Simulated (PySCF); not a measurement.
# C6H7NO: the cost of one run

Computed with PySCF 2.14.0 and routines of our own; the level stands in each step. Atoms count from 0.

## 1. The starting structure

15 atoms, charge 0, multiplicity 1; geometry from: GFN2-xTB.

## 2. Magnetic properties: GIAO HF/pcSseg-1

Job settings and geometry (Å):

```
{"job": {"kind": "mag", "xc": "HF", "basis": "pcSseg-1", "isotopologues": 2}, "charge": 0, "multiplicity": 1}
C      2.657567    -0.154418    -0.683398
C      1.927669    -1.062886    -0.040546
N      0.586296    -1.267684    -0.208224
C     -0.320661    -0.395652    -0.166795
C     -1.801548    -0.511448    -0.428389
C     -1.960629     0.983690    -0.085738
C     -0.466453     1.055640     0.199658
O      0.264963     1.918273     0.596962
H      3.729038    -0.142235    -0.603352
H      2.203274     0.567218    -1.340635
H      2.387799    -1.829176     0.571436
H     -2.311980    -1.196133     0.246142
H     -2.047015    -0.785793    -1.452688
H     -2.270799     1.621415    -0.911387
H     -2.581934     1.207178     0.779389
```

With the program's defaults for keys left out, this is: GIAO HF/pcSseg-1 magnetisability, rotational g tensor and spin-rotation constants, non-relativistic, gas phase.

Command:

```
$ OMP_NUM_THREADS=1 python excited_run.py task.json out
```

One launch serves the whole session: the jobs run in the order shown.

**Question.** How long does this first job take on 1 thread of Arm Neoverse V1, shared host, and how much memory does it need?

About 12 s, with a peak of 0.8 GiB.
